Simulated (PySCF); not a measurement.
**C₂H₇Cl₂FGa₂: electronic excitations**

Wanted: the electronic excitations of C₂H₇Cl₂FGa₂ (`C[CH2][Ga-]1([F])[Cl+][GaH2-][Cl+]1`), by calculation.

Computed with PySCF 2.14.0, with density-fitted response routines of our own, on a single molecule in the gas phase. Atoms count from 0, in the outputs and in this text.

## 1. The molecule as given

14 atoms, charge 0, multiplicity 1; geometry from: GFN2-xTB.

Bonds of the start (Å): C0–C1 1.53, C1–Ga2 2.05, Ga2–F3 1.76, Ga2–Cl4 2.34, Cl4–Ga5 2.26, Ga5–Cl6 2.25, Cl6–Ga2 2.35, C0–H7 1.09, C0–H8 1.09, C0–H9 1.09, C1–H10 1.09, C1–H11 1.09, Ga5–H12 1.55, Ga5–H13 1.55.

## 2. Ultraviolet spectrum: B3LYP/def2-SVPD

Job settings and geometry (Å):

```
{"job": {"kind": "uv", "xc": "B3LYP", "basis": "def2-SVPD", "nstates": 8, "ntriplets": 3}, "charge": 0, "multiplicity": 1}
C     -1.372235     1.089503     0.092068
C     -1.709585    -0.395550     0.194140
Ga     0.010593    -1.503139     0.335492
F      0.214144    -3.202120     0.752145
Cl     1.679176    -0.337534     1.487162
Ga     2.473010     0.430769    -0.480811
Cl     1.279204    -1.110877    -1.608566
H     -0.909152     1.448852     1.011538
H     -0.681428     1.278051    -0.735054
H     -2.277441     1.668657    -0.083731
H     -2.248011    -0.730067    -0.698094
H     -2.350648    -0.591863     1.057751
H      1.908550     1.849322    -0.759545
H      3.983144     0.105524    -0.586662
```

With the program's defaults for keys left out, this is: TDDFT B3LYP/def2-SVPD, vertical, gas phase, core orbitals frozen in the response.

Run with:

```bash
> OMP_NUM_THREADS=1 python probes_run.py task.json out
```

This one command runs all jobs of the session in turn.

Predict these results of the whole session: lowest singlet (B3LYP/def2-SVPD); brightest single state of those computed; lowest triplet; surface potential, 1st and 99th percentile.

The runs gave:

| quantity | value |
| --- | --- |
| lowest singlet (B3LYP/def2-SVPD) | 6.21 eV (200 nm), f = 0.050 |
| brightest single state of those computed | state 3, 6.71 eV, f = 0.187 |
| lowest triplet | 5.45 eV |
| surface potential, 1st and 99th percentile | -1.45 V and 1.86 V |

In words: The first singlet state (HOMO→LUMO 0.88) lies at 6.21 eV and is weak; of the 8 states computed, the strongest absorption comes from state 3 at 6.71 eV (the last state computed is bright too, and its partners may lie past the list). The lowest triplet lies 0.77 eV below the lowest singlet (triplets in Tamm-Dancoff, singlets in full TDDFT). At B3LYP/def2-SVPD, counted by nearest atom on the grid, the HOMO lies on H13 22 %; H12 17 %, the LUMO on Ga2 31 %; Cl4 15 %.
